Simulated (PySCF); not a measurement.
# FH3O3Si: the cost of one run

Computed with PySCF 2.14.0. Level: levels as typed in each script, gas phase, geometry from GFN2-xTB.

### 1 The system as given

SMILES `O[Si](O)(O)F`, 8 atoms, charge 0, spin multiplicity 1.

Bond lengths: O1–Si2 1.608 Å, O1–H6 0.953 Å, Si2–O3 1.608 Å, Si2–O4 1.609 Å, Si2–F5 1.615 Å, O3–H7 0.953 Å, O4–H8 0.953 Å. Angles: Si2–O1–H6 119.8°, O1–Si2–O3 111.0°, O1–Si2–O4 110.9°, O1–Si2–F5 108.5°, O3–Si2–O4 110.9°, O3–Si2–F5 108.0°, O4–Si2–F5 107.4°, Si2–O3–H7 119.8°, Si2–O4–H8 119.8°.

Geometry (Å):

```mol
FH3O3Si
  3D, bonds by distance, orders not assigned

  8  7  0  0  0  0  0  0  0  0999 V2000
   -1.3093    0.8290    0.4715 O   0  0
   -0.0047   -0.0000    0.0299 Si  0  0
   -0.1002   -1.5277    0.5225 O   0  0
    1.3344    0.6987    0.5830 O   0  0
    0.0806    0.0000   -1.5831 F   0  0
   -1.3348    1.7733    0.3486 H   0  0
   -0.8968   -2.0264    0.3671 H   0  0
    2.1720    0.2531    0.4966 H   0  0
  1  2  8  0
  2  3  8  0
  2  4  8  0
  2  5  8  0
  1  6  8  0
  3  7  8  0
  4  8  8  0
M  END
```

### 2 Density, bond paths and surface potential (PBE/def2-tzvp)

Contents of input.py:

```python
import numpy as np
from pyscf import gto, scf, dft
from pyscf.scf import atom_ks, atom_hf
from scipy.linalg import block_diag

def solve(mol, dm0=None, hcore=None):
    mf = (dft.UKS if mol.spin else dft.RKS)(mol, xc='pbe')
    mf.grids.level = 3
    mf = mf.density_fit(auxbasis='def2-universal-jkfit')
    mf.conv_tol, mf.max_cycle = 1e-8, 80
    if hcore is not None:
        mf.get_hcore = lambda *args: hcore
    mf.kernel(dm0)
    if not mf.converged:
        mf = mf.newton().run(mf.mo_coeff, mf.mo_occ, max_cycle=30)
    assert mf.converged, 'SCF not converged'
    return mf

mol = gto.M(atom='''
O     -1.30932     0.82903     0.47150
Si    -0.00469    -0.00003     0.02993
O     -0.10017    -1.52772     0.52253
O      1.33445     0.69874     0.58304
F      0.08064     0.00000    -1.58309
H     -1.33479     1.77335     0.34860
H     -0.89682    -2.02641     0.36710
H      2.17196     0.25310     0.49656
''', basis='def2-tzvp', charge=0, spin=0, verbose=4)
mf = solve(mol)
mf.analyze()
# spherically averaged free atoms, for the promolecule
atm = atom_ks.get_atm_nrks(mol, xc='pbe')
pro = block_diag(*[(atm[a[0]][2] * atm[a[0]][3]) @ atm[a[0]][2].T for a in mol._atom])
np.savez('result.npz', e=mf.e_tot, c=mf.mo_coeff, occ=mf.mo_occ, eps=mf.mo_energy, pro=pro, dip=mf.dip_moment(verbose=0), s2=mf.spin_square()[0])
```

Launch:

```sh
$ OMP_NUM_THREADS=1 python input.py
```

**Question.** How long does this run take on 1 thread of Arm Neoverse V2, shared host, and how much memory does it need?

About 22 s, with a peak of 0.59 GiB.
